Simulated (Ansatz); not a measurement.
# FGeH3O: the cost of one run

Program: Ansatz 0.2.0. Level of theory: RKS PBE/def2-SVP. These are calculated values, not measurements.

## Step 1: Starting point

Bond lengths: Ge1–O2 1.770 Å, O2–H3 1.010 Å, Ge1–H4 1.550 Å, Ge1–F5 1.679 Å, Ge1–H6 1.549 Å. Angles: Ge1–O2–H3 109.5°, O2–Ge1–H4 109.5°, O2–Ge1–F5 109.5°, O2–Ge1–H6 109.5°, H4–Ge1–F5 109.5°, H4–Ge1–H6 109.5°, F5–Ge1–H6 109.5°.

As a file:

```xyz
6

Ge    0.0000    0.0000    0.0000
O     0.0000    0.0000    1.7700
H    -0.9095   -0.2814    2.1071
H     1.4616    0.0000   -0.5162
F    -0.7913    1.3709   -0.5594
H    -0.7300   -1.2648   -0.5162
```

## Step 2: Preparing the start

Contents of input.yaml:

```yaml
crystal:
  periodic: [false, false, false]
  atoms:
    - { symbol: Ge, position_ang: [0.0, 0.0, 0.0] }
    - { symbol: O, position_ang: [0.0, 0.0, 1.77] }
    - { symbol: H, position_ang: [-0.9095, -0.2814, 2.1071] }
    - { symbol: H, position_ang: [1.4616, 0.0, -0.5162] }
    - { symbol: F, position_ang: [-0.7913, 1.3709, -0.5594] }
    - { symbol: H, position_ang: [-0.73, -1.2648, -0.5162] }
basis:
  gaussian: { orbitals: def2-SVP }
hamiltonian:
  xc: pbe
relax:
  f_tol: 0.02
  max_steps: 40
```

Command:

```sh
$ ansatz run input.yaml --threads 1 --pin off --max-ram 2048MiB --backend cpu --events-out ev --progress --plain --runs-dir out
```

Q: Estimate wall time and peak memory on 1 thread of Arm Neoverse V2, shared host.

About 14 s, with a peak of 0.13 GiB.
